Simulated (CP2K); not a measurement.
# AlSn under changes of volume

One of the cells (25.236 Å³/atom); the others are scaled copies at fixed shape and fractional positions:

```
CELL_PARAMETERS angstrom
4.19811 0.00000 0.00000
-2.09905 3.63567 0.00000
0.00000 0.00000 3.30685
ATOMIC_POSITIONS crystal
Sn 0.33333 0.66667 0.50000
Al 0.00000 0.00000 0.00000
```

The cell comes from a database or a generator and needn't be the stable form of this composition.

| Property | Result |
| --- | --- |
| Program | CP2K 2026.2 |
| Functional | PBEsol |
| Potentials or basis | POTENTIAL_UZH Sn GTH-PBE-q4, Al GTH-PBE-q3; TZVP-MOLOPT-PBE-GTH basis |
| Density cutoff | 6123 eV |
| k mesh | 7 × 7 × 8 |
| Occupations | fermi-dirac, width 0.05 eV |
| Spin | no spin polarisation |

| volume (Å³/atom) | energy over the lowest point (meV/atom) | pressure (GPa) |
| --- | --- | --- |
| 23.722 | 22.65 | 4.4 |
| 24.227 | 11.01 | 2.9 |
| 24.731 | ? | ? |
| 25.236 | 0.09 | 0.5 |
| 25.741 | 0.00 | -0.5 |
| 26.245 | 2.98 | -1.4 |
| 26.750 | 8.64 | -2.2 |

**Question.** What does the run at 24.731 Å³/atom give?

**Answer.** Energy over the lowest point 3.63 meV/atom; pressure 1.7 GPa.

Worked out: A Birch-Murnaghan fit of order 3 (a polynomial in V^(-2/3)) to the other rows has its minimum at 25.50 Å³/atom with B0 = V·E''(V) = 52 GPa and B' = 4.7 at fixed shape and positions, which overstates the stiffness. It gives 3.64 meV/atom at 24.731 Å³/atom, against the run's 3.63, and -dE/dV = 1.7 GPa, against 1.7.

Energies are extrapolated to zero smearing.

Caveats: the potentials were made for another functional, which shifts forces and pressure; the basis of atomic orbitals isn't converged, which shifts pressures, moduli and gaps.
